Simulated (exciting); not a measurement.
# Al2Pt (Fm-3m) in exciting: equation of state

Aim: energy against volume of Al2Pt in PBE, for its equilibrium volume and stiffness.

Program: exciting (release sodium). These are calculated values, not measurements. Logs are shortened: lines on timing, memory, paths and dates and some standing lists are left out, and cuts for length are marked.

**1. The structure**

It takes space group Fm-3m (No. 225, cubic). Conventional cell: a = 5.910 Å, b = 5.910 Å, c = 5.910 Å, α = 90.00°, β = 90.00°, γ = 90.00°. Pt (site symmetry m-3m) has 8 Al at 2.56 Å as nearest neighbours. Around Al (site symmetry -43m) lie 4 Pt at 2.56 Å.

**2. Equation of state, PBE, 16.17 Å³/atom (volume scaled by 0.94)**

The input, input.xml:

```xml
<input>
  <title>Al2Pt</title>
  <structure speciespath="./" tshift="false">
    <crystal scale="1">
      <basevect>0.000000000000 5.470146657224 5.470146657224</basevect>
      <basevect>5.470146657224 0.000000000000 5.470146657224</basevect>
      <basevect>5.470146657224 5.470146657224 0.000000000000</basevect>
    </crystal>
    <species speciesfile="Pt.xml" rmt="2.3">
      <atom coord="0.000000000000 0.000000000000 0.000000000000"/>
    </species>
    <species speciesfile="Al.xml" rmt="2">
      <atom coord="0.750000000000 0.750000000000 0.750000000000"/>
      <atom coord="0.250000000000 0.250000000000 0.250000000000"/>
    </species>
  </structure>
  <groundstate do="fromscratch" ngridk="8 8 8" rgkmax="7.8" gmaxvr="14" lmaxapw="10" lmaxmat="10" lmaxvr="8" xctype="GGA_PBE" stype="Fermi Dirac" swidth="0.00183747" nempty="16" ValenceRelativity="iora*" epsengy="1e-05" epspot="1e-05" maxscl="60" outputlevel="normal"/>
</input>
```

Potentials or basis: all-electron LAPW+lo, shipped species files, valence relativity iora*.

Run with:

```sh
$ OMP_NUM_THREADS=1 exciting_smp
```

INFO.OUT:

```text
================================================================================
EXCITING SODIUM started
[... 10 lines left out ...]

 Lattice vectors (cartesian) :
      0.0000000000      5.4701466572      5.4701466572
      5.4701466572      0.0000000000      5.4701466572
      5.4701466572      5.4701466572      0.0000000000

 Reciprocal lattice vectors (cartesian) :
     -0.5743159828      0.5743159828      0.5743159828
      0.5743159828     -0.5743159828      0.5743159828
      0.5743159828      0.5743159828     -0.5743159828

 Unit cell volume                           :     327.3609754027
 Brillouin zone volume                      :       0.7577268889

 Species :    1 (Pt)
     parameters loaded from                 :    Pt.xml
     name                                   :    platinum
     nuclear charge                         :     -78.00000000
     electronic charge                      :      78.00000000
     atomic mass                            :  355605.43990000
     muffin-tin radius                      :       2.30000000
     # of radial points in muffin-tin       :     450

     atomic positions (lattice) :
       1 :   0.00000000  0.00000000  0.00000000

 Species :    2 (Al)
     parameters loaded from                 :    Al.xml
     name                                   :    aluminium
     nuclear charge                         :     -13.00000000
     electronic charge                      :      13.00000000
     atomic mass                            :   49184.33493000
     muffin-tin radius                      :       2.00000000
     # of radial points in muffin-tin       :     300

     atomic positions (lattice) :
       1 :   0.75000000  0.75000000  0.75000000
       2 :   0.25000000  0.25000000  0.25000000

 Total number of atoms per unit cell        :       3

 Spin treatment                             :    spin-unpolarised

 Number of Bravais lattice symmetries       :      48
 Number of crystal symmetries               :      48

 k-point grid                               :       8    8    8
 Total number of k-points                   :      29
 k-point set is reduced with crystal symmetries

 R^MT_min * |G+k|_max (rgkmax)              :       7.80000000
 Species with R^MT_min                      :       2 (Al)
 Maximum |G+k| for APW functions            :       3.90000000
 Maximum |G| for potential and density      :      14.00000000

 G-vector grid sizes                        :      36    36    36
 Total number of G-vectors                  :   15089

 Maximum angular momentum used for
     APW functions                          :      10
     computing H and O matrix elements      :      10
     potential and density                  :       8
     inner part of muffin-tin               :       2

 Total nuclear charge                       :    -104.00000000
 Total electronic charge                    :     104.00000000
 Total core charge                          :      56.00000000
 Total valence charge                       :      48.00000000

 Number of empty states                     :      16
 Total number of valence states             :      41

 Maximum Hamiltonian size                   :     382
 Maximum number of plane-waves              :     342
 Total number of local-orbitals             :      40

 Exchange-correlation type                  :      20
     Perdew-Burke-Ernzerhof, Phys. Rev. Lett. 77, 3865 (1996)
     Generalised gradient approximation (GGA)

[... 20 lines left out ...]
+ SCF iteration number :    1                                                  +
++++++++++++++++++++++++++++++++++++++++++++++++++++++++++++++++++++++++++++++++
 Total energy                               :    -18905.55294807
 _______________________________________________________________
 Fermi energy                               :         0.33702012
 Kinetic energy                             :     21616.06024280
 Coulomb energy                             :    -40127.34609798
 Exchange energy                            :      -388.44772609
 Correlation energy                         :        -5.81936680

 DOS at Fermi energy (states/Ha/cell)       :        52.50792338

 Electron charges :
     core                                   :        56.00000000
     core leakage                           :         0.00504830
     valence                                :        48.00000000
     interstitial                           :         6.39248763
     charge in muffin-tin spheres :
                  atom     1    Pt          :        75.63911086
                  atom     2    Al          :        10.98420075
                  atom     3    Al          :        10.98420075
     total charge in muffin-tins            :        97.60751237
     total charge                           :       104.00000000

++++++++++++++++++++++++++++++++++++++++++++++++++++++++++++++++++++++++++++++++
+ SCF iteration number :    2                                                  +
++++++++++++++++++++++++++++++++++++++++++++++++++++++++++++++++++++++++++++++++
 Total energy                               :    -18932.30542381
 _______________________________________________________________
 Fermi energy                               :         0.32650223
 Kinetic energy                             :     21598.14511830
 Coulomb energy                             :    -40135.72487225
 Exchange energy                            :      -388.90262699
 Correlation energy                         :        -5.82304286

 DOS at Fermi energy (states/Ha/cell)       :        38.74141886

 Electron charges :
     core                                   :        56.00000000
     core leakage                           :         0.00491639
     valence                                :        48.00000000
     interstitial                           :         6.11182322
     charge in muffin-tin spheres :
                  atom     1    Pt          :        76.02938082
                  atom     2    Al          :        10.92939798
                  atom     3    Al          :        10.92939798
     total charge in muffin-tins            :        97.88817678
     total charge                           :       104.00000000

 RMS change in effective potential (target) :  0.870750E-01  ( 0.100000E-04)
 Absolute change in total energy   (target) :   26.7525      ( 0.100000E-04)
 Charge distance                   (target) :  0.764636E-02  ( 0.100000E-04)

++++++++++++++++++++++++++++++++++++++++++++++++++++++++++++++++++++++++++++++++
+ SCF iteration number :    3                                                  +
++++++++++++++++++++++++++++++++++++++++++++++++++++++++++++++++++++++++++++++++
 Total energy                               :    -18932.36574531
 _______________________________________________________________
 Fermi energy                               :         0.32560975
 Kinetic energy                             :     21597.54864242
 Coulomb energy                             :    -40135.19552672
 Exchange energy                            :      -388.89570716
 Correlation energy                         :        -5.82315385

 DOS at Fermi energy (states/Ha/cell)       :        38.16868539

 Electron charges :
     core                                   :        56.00000000
     core leakage                           :         0.00489568
     valence                                :        48.00000000
     interstitial                           :         6.10263290
     charge in muffin-tin spheres :
                  atom     1    Pt          :        76.03914932
                  atom     2    Al          :        10.92910889
                  atom     3    Al          :        10.92910889
     total charge in muffin-tins            :        97.89736710
     total charge                           :       104.00000000
[... 453 lines left out ...]
 Electron charges :
     core                                   :        56.00000000
     core leakage                           :         0.00482932
     valence                                :        48.00000000
     interstitial                           :         6.10939322
     charge in muffin-tin spheres :
                  atom     1    Pt          :        76.01734839
                  atom     2    Al          :        10.93662920
                  atom     3    Al          :        10.93662920
     total charge in muffin-tins            :        97.89060678
     total charge                           :       104.00000000

 RMS change in effective potential (target) :  0.262249E-08  ( 0.100000E-04)
 Absolute change in total energy   (target) :  0.136592E-05  ( 0.100000E-04)
 Charge distance                   (target) :  0.965140E-09  ( 0.100000E-04)

++++++++++++++++++++++++++++++++++++++++++++++++++++++++++++++++++++++++++++++++
+ SCF iteration number :   20                                                  +
++++++++++++++++++++++++++++++++++++++++++++++++++++++++++++++++++++++++++++++++
 Total energy                               :    -18932.45248264
 _______________________________________________________________
 Fermi energy                               :         0.32215203
 Kinetic energy                             :     21596.86029575
 Coulomb energy                             :    -40134.59719715
 Exchange energy                            :      -388.89200715
 Correlation energy                         :        -5.82357409

 DOS at Fermi energy (states/Ha/cell)       :        38.28371693

 Electron charges :
     core                                   :        56.00000000
     core leakage                           :         0.00482932
     valence                                :        48.00000000
     interstitial                           :         6.10939322
     charge in muffin-tin spheres :
                  atom     1    Pt          :        76.01734839
                  atom     2    Al          :        10.93662919
                  atom     3    Al          :        10.93662919
     total charge in muffin-tins            :        97.89060678
     total charge                           :       104.00000000

 RMS change in effective potential (target) :  0.125805E-08  ( 0.100000E-04)
 Absolute change in total energy   (target) :  0.142911E-06  ( 0.100000E-04)
 Charge distance                   (target) :  0.189661E-09  ( 0.100000E-04)

++++++++++++++++++++++++++++++++++++++++++++++++++++++++++++++++++++++++++++++++
| Convergency criteria checked for the last 2 iterations                       +
| Convergence targets achieved. Performing final SCF iteration                 +
++++++++++++++++++++++++++++++++++++++++++++++++++++++++++++++++++++++++++++++++
 Total energy                               :    -18932.45248235
 _______________________________________________________________
 Fermi energy                               :         0.32215203
 Kinetic energy                             :     21596.86029581
 Coulomb energy                             :    -40134.59719693
 Exchange energy                            :      -388.89200714
 Correlation energy                         :        -5.82357409

 DOS at Fermi energy (states/Ha/cell)       :        38.28371661

 Electron charges :
     core                                   :        56.00000000
     core leakage                           :         0.00482932
     valence                                :        48.00000000
     interstitial                           :         6.10939322
     charge in muffin-tin spheres :
                  atom     1    Pt          :        76.01734840
                  atom     2    Al          :        10.93662919
                  atom     3    Al          :        10.93662919
     total charge in muffin-tins            :        97.89060678
     total charge                           :       104.00000000

++++++++++++++++++++++++++++++++++++++++++++++++++++++++++++++++++++++++++++++++
[... 12 lines left out ...]
| EXCITING SODIUM stopped                                                      =
================================================================================
```

Run time: 2.8 min. Hardware: 1 thread of Arm Neoverse V1, shared host; peak memory 0.16 GiB.

What came out:

| Item | Value |
| --- | --- |
| Free energy | -515178.2889 eV |
| Band gap on the k mesh | none (metal or under the smearing width) |
| All electrons inside the program's atomic spheres | Pt 76.02; Al 10.94 (radii Pt 2.3, Al 2.0 bohr) |

Caveat: the log's total energy holds no entropy term; the free energy is that total less TS from the occupations.

**3. Equation of state, PBE, 16.51 Å³/atom (volume scaled by 0.96)**

input.xml, as its differences from that of step 2:

```diff
@@ -4,5 +4,5 @@
     <crystal scale="1">
-      <basevect>0.000000000000 5.470146657224 5.470146657224</basevect>
-      <basevect>5.470146657224 0.000000000000 5.470146657224</basevect>
-      <basevect>5.470146657224 5.470146657224 0.000000000000</basevect>
+      <basevect>0.000000000000 5.508670086011 5.508670086011</basevect>
+      <basevect>5.508670086011 0.000000000000 5.508670086011</basevect>
+      <basevect>5.508670086011 5.508670086011 0.000000000000</basevect>
     </crystal>
```

Potentials or basis: all-electron LAPW+lo, shipped species files, valence relativity iora*.

Run with:

```sh
$ OMP_NUM_THREADS=1 exciting_smp
```

Run time: 4.1 min. Hardware: 1 thread of Arm Neoverse V1, shared host; peak memory 0.16 GiB.

The run converged. Its results:

- Free energy: -515178.3635 eV
- Band gap on the k mesh: none (metal or under the smearing width)
- All electrons inside the program's atomic spheres: Pt 75.99; Al 10.92 (radii Pt 2.3, Al 2.0 bohr)

Caveat: the log's total energy holds no entropy term; the free energy is that total less TS from the occupations.

**4. Equation of state, PBE, 16.86 Å³/atom (volume scaled by 0.98)**

input.xml, as its differences from that of step 3:

```diff
@@ -4,5 +4,5 @@
     <crystal scale="1">
-      <basevect>0.000000000000 5.508670086011 5.508670086011</basevect>
-      <basevect>5.508670086011 0.000000000000 5.508670086011</basevect>
-      <basevect>5.508670086011 5.508670086011 0.000000000000</basevect>
+      <basevect>0.000000000000 5.546662114741 5.546662114741</basevect>
+      <basevect>5.546662114741 0.000000000000 5.546662114741</basevect>
+      <basevect>5.546662114741 5.546662114741 0.000000000000</basevect>
     </crystal>
```

Run with:

```sh
$ OMP_NUM_THREADS=1 exciting_smp
```

Run time: 2.8 min. Hardware: 1 thread of Arm Neoverse V1, shared host; peak memory 0.16 GiB.

Results (log left out):

```
Free energy                                       : -515178.4176 eV
Band gap on the k mesh                            : none (metal or under the smearing width)
All electrons inside the program's atomic spheres : Pt 75.97; Al 10.90 (radii Pt 2.3, Al 2.0 bohr)
```

Caveat: the log's total energy holds no entropy term; the free energy is that total less TS from the occupations.

**5. Equation of state, PBE, 17.20 Å³/atom**

input.xml, as its differences from that of step 4:

```diff
@@ -4,5 +4,5 @@
     <crystal scale="1">
-      <basevect>0.000000000000 5.546662114741 5.546662114741</basevect>
-      <basevect>5.546662114741 0.000000000000 5.546662114741</basevect>
-      <basevect>5.546662114741 5.546662114741 0.000000000000</basevect>
+      <basevect>0.000000000000 5.584140698269 5.584140698269</basevect>
+      <basevect>5.584140698269 0.000000000000 5.584140698269</basevect>
+      <basevect>5.584140698269 5.584140698269 0.000000000000</basevect>
     </crystal>
```

Run with:

```sh
$ OMP_NUM_THREADS=1 exciting_smp
```

Wall time 2.4 min (1 thread of Arm Neoverse V1, shared host); peak memory 0.17 GiB.

Results (log left out):

- Free energy: -515178.4384 eV
- Band gap on the k mesh: none (metal or under the smearing width)
- All electrons inside the program's atomic spheres: Pt 75.95; Al 10.89 (radii Pt 2.3, Al 2.0 bohr)

Caveat: the log's total energy holds no entropy term; the free energy is that total less TS from the occupations.

**6. Equation of state, PBE, 17.55 Å³/atom (volume scaled by 1.02)**

input.xml, as its differences from that of step 5:

```diff
@@ -4,5 +4,5 @@
     <crystal scale="1">
-      <basevect>0.000000000000 5.584140698269 5.584140698269</basevect>
-      <basevect>5.584140698269 0.000000000000 5.584140698269</basevect>
-      <basevect>5.584140698269 5.584140698269 0.000000000000</basevect>
+      <basevect>0.000000000000 5.621122840351 5.621122840351</basevect>
+      <basevect>5.621122840351 0.000000000000 5.621122840351</basevect>
+      <basevect>5.621122840351 5.621122840351 0.000000000000</basevect>
     </crystal>
```

Potentials or basis: all-electron LAPW+lo, shipped species files, valence relativity iora*.

Run with:

```sh
$ OMP_NUM_THREADS=1 exciting_smp
```

Run time: 2.9 min. Hardware: 1 thread of Arm Neoverse V1, shared host; peak memory 0.17 GiB.

The run converged. Its results:

```yaml
Free_energy: -515178.4506 eV
Band_gap_on_the_k_mesh: none (metal or under the smearing width)
All_electrons_inside_the_program's_atomic_spheres: Pt 75.92; Al 10.87 (radii Pt 2.3, Al 2.0 bohr)
```

Caveat: the log's total energy holds no entropy term; the free energy is that total less TS from the occupations.

(Continued in part 2 of 2.)
